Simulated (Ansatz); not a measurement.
# PbSe: the cost of one run

Method: DFT LDA, frozen-core PAW, scalar-relativistic unless said, in Ansatz 0.2.0.

### Step 1. The structure to begin with

The structure is cubic, space group Fm-3m (No. 225). Conventional cell: a = 6.121 Å, b = 6.121 Å, c = 6.121 Å, α = 90.00°, β = 90.00°, γ = 90.00°. Pb (site symmetry m-3m) is surrounded by 6 Se at 3.06 Å. Se (site symmetry m-3m) has 6 Pb at 3.06 Å as nearest neighbours.

Coordinates:

```cif
data_structure
_symmetry_space_group_name_H-M 'Fm-3m'
_symmetry_Int_Tables_number 225
_cell_length_a 6.1213
_cell_length_b 6.1213
_cell_length_c 6.1213
_cell_angle_alpha 90.000
_cell_angle_beta 90.000
_cell_angle_gamma 90.000
_cell_volume 229.37
loop_
_atom_site_label
_atom_site_type_symbol
_atom_site_symmetry_multiplicity
_atom_site_Wyckoff_symbol
_atom_site_fract_x
_atom_site_fract_y
_atom_site_fract_z
_atom_site_occupancy
Pb1 Pb 4 a 0.00000 0.00000 0.00000 1
Se1 Se 4 b 0.50000 0.00000 0.00000 1
```

Cartesian axes are those of the input's lattice vectors. The structure goes back to a database entry.

### Step 2. Cell and atoms relaxed, PAW

File input.yaml:

```yaml
crystal:
  lattice:
    - [0.0, 3.06065, 3.06065]
    - [3.06065, 0.0, 3.06065]
    - [3.06065, 3.06065, 0.0]
  atoms:
    - { symbol: Pb, position: [0.0, 0.0, 0.0] }
    - { symbol: Se, position: [0.5, 0.5, 0.5] }
kpoints:
  mp_grid: { grid: [14, 14, 14] }
scf:
  occupations: { method: fermi_dirac, width: 0.05 }
hamiltonian:
  xc: lda
  pseudopotentials: { kind: paw }
relax:
  f_tol: 0.002
  max_steps: 80
  cell: {}
output:
  forces: true
  stress: true
  write_density: true
  write_potential: true
  elf: true
  volumetric_format: npy
```

Run with:

```
$ ansatz run input.yaml --threads 1 --pin off --max-ram 3072MiB --backend cpu --events-out ev --progress --plain --runs-dir out
```

What time and memory should one allow on 1 thread of Arm Neoverse V1, shared host?

About 30 s, with a peak of 0.4 GiB.
